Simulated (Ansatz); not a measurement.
# Bi (database structure): how the settings move a single-point run

Question: which choices in the input matter for Bi (database structure)?

Program: Ansatz 0.2.0. Level of theory: reference: DFT mr2scan, plane waves, PAW, scalar-relativistic, no spin polarisation. These are calculated values, not measurements.

1 further run of the same task is left out (it didn't finish).

**1. The system as given**

It takes space group R-3m (No. 166, trigonal). Conventional cell: a = 4.572 Å, b = 4.572 Å, c = 11.929 Å, α = 90.00°, β = 90.00°, γ = 120.00°. Bi (site symmetry 3m) has 6 Bi at 3.13 to 3.50 Å as nearest neighbours.

As a file:

```cif
data_structure
_symmetry_space_group_name_H-M 'P 1'
_symmetry_Int_Tables_number 1
_cell_length_a 4.7728
_cell_length_b 4.7728
_cell_length_c 4.7728
_cell_angle_alpha 57.237
_cell_angle_beta 57.237
_cell_angle_gamma 57.237
_cell_volume 71.99
loop_
_atom_site_label
_atom_site_type_symbol
_atom_site_fract_x
_atom_site_fract_y
_atom_site_fract_z
_atom_site_occupancy
Bi1 Bi 0.23700 0.23700 0.23700 1
Bi2 Bi 0.76300 0.76300 0.76300 1
```

**2. The reference run**

The input, input.yaml:

```yaml
crystal:
  lattice:
    - [4.77283541, 0.0, 0.0]
    - [2.58289653, 4.0135504, 0.0]
    - [2.58289653, 1.40932349, 3.75797808]
  atoms:
    - { symbol: Bi, position: [0.237, 0.237, 0.237] }
    - { symbol: Bi, position: [0.763, 0.763, 0.763] }
  symmetry: { tolerance: 0.0003 }
kpoints:
  mp_grid: { grid: [5, 5, 5], shift: [0, 0, 0] }
magnetization:
  spin_polarized: false
scf:
  occupations: { method: gaussian, width: 0.1977 }
hamiltonian:
  pseudopotentials: { kind: paw }
  xc: mr2scan
basis:
  ecutwfc: 500
output:
  forces: true
  stress: true
  eigenvalues: true
  write_density: true
  write_potential: true
  elf: true
  volumetric_format: npy
```

Started as:

```sh
> ansatz run input.yaml --threads 1 --pin off --max-ram 2560MiB --backend cpu --events-out ev --progress --plain --runs-dir out
```

**3. Variant: mp_grid.grid [4, 4, 4], ecutwfc 200 eV**

input.yaml: that of step 2 with these lines changed.

```diff
@@ -10,3 +10,3 @@
 kpoints:
-  mp_grid: { grid: [5, 5, 5], shift: [0, 0, 0] }
+  mp_grid: { grid: [4, 4, 4], shift: [0, 0, 0] }
 magnetization:
@@ -19,3 +19,3 @@
 basis:
-  ecutwfc: 500
+  ecutwfc: "200 eV"
 output:
@@ -24,5 +24 @@
   eigenvalues: true
-  write_density: true
-  write_potential: true
-  elf: true
-  volumetric_format: npy
```

**4. Variant: scf.algorithm density_mixing**

input.yaml: that of step 2 with these lines changed.

```diff
@@ -15,2 +15,3 @@
   occupations: { method: gaussian, width: 0.1977 }
+  algorithm: density_mixing
 hamiltonian:
```

**5. Variant: xc r2scan**

input.yaml: that of step 2 with these lines changed.

```diff
@@ -17,3 +17,3 @@
   pseudopotentials: { kind: paw }
-  xc: mr2scan
+  xc: r2scan
 basis:
@@ -24,5 +24 @@
   eigenvalues: true
-  write_density: true
-  write_potential: true
-  elf: true
-  volumetric_format: npy
```

What does the calculation give? Wanted: for each run, ending; energy change; pressure; gap; force.

**Answer**, as computed:

| run | ending | energy change | pressure (GPa) | gap (eV) | force (eV/Å) | cycles | time |
| --- | --- | --- | --- | --- | --- | --- | --- |
| reference | converged | 0 | -0.8 | 0.28 | 0.48 | 6 | 10 s |
| 1: mp_grid.grid [4, 4, 4], ecutwfc 200 eV | converged | +9.72 eV/atom | 1.3 | 0.10 | 0.32 | 7 | 2.2 s |
| 2: scf.algorithm density_mixing | converged | 0.0 meV/atom | -0.8 | 0.28 | 0.48 | 6 | 10 s |
| 3: xc r2scan | converged | not comparable | -0.8 | 0.28 | 0.48 | 6 | 8.2 s |

Times don't compare one to one where runs were asked for different outputs or read a saved state (see the inputs); cycles may leave out searches for a lower state.

Residual by cycle in the longest SCF loop of each run; runs are numbered as in the table. The quantity is the density residual dr2, in eV.

| cycle | reference | run 1 | run 2 | run 3 |
| --- | --- | --- | --- | --- |
| 1 | 0.0037 | 1.16 | 0.0037 | 0.0037 |
| 2 | 6.7e-4 | 0.0755 | 6.7e-4 | 6.7e-4 |
| 3 | 6.2e-5 | 0.00625 | 6.2e-5 | 6.2e-5 |
| 4 | 3.4e-6 | 1.2e-4 | 3.4e-6 | 3.4e-6 |
| 5 | 4.5e-7 | 5.0e-5 | 4.5e-7 | 4.5e-7 |
| 6 | 3.5e-8 | 3.6e-7 | 3.5e-8 | 3.5e-8 |
| 7 | - | 1.4e-8 | - | - |

What this shows: Of the converged runs whose energies compare with the reference's, «mp_grid.grid [4, 4, 4], ecutwfc 200 eV» moves the energy most (+9.72 eV/atom) and «scf.algorithm density_mixing» least (0.0 meV/atom). Run 1 ran under the cutoff that the potentials recommend, as the log warns, so basis error is mixed into its values. The gap of the reference lacks spin-orbit coupling, though the cell holds Bi.

Caveats on the reference run: spin-orbit coupling, which can shrink the gap with elements this heavy, is left out.
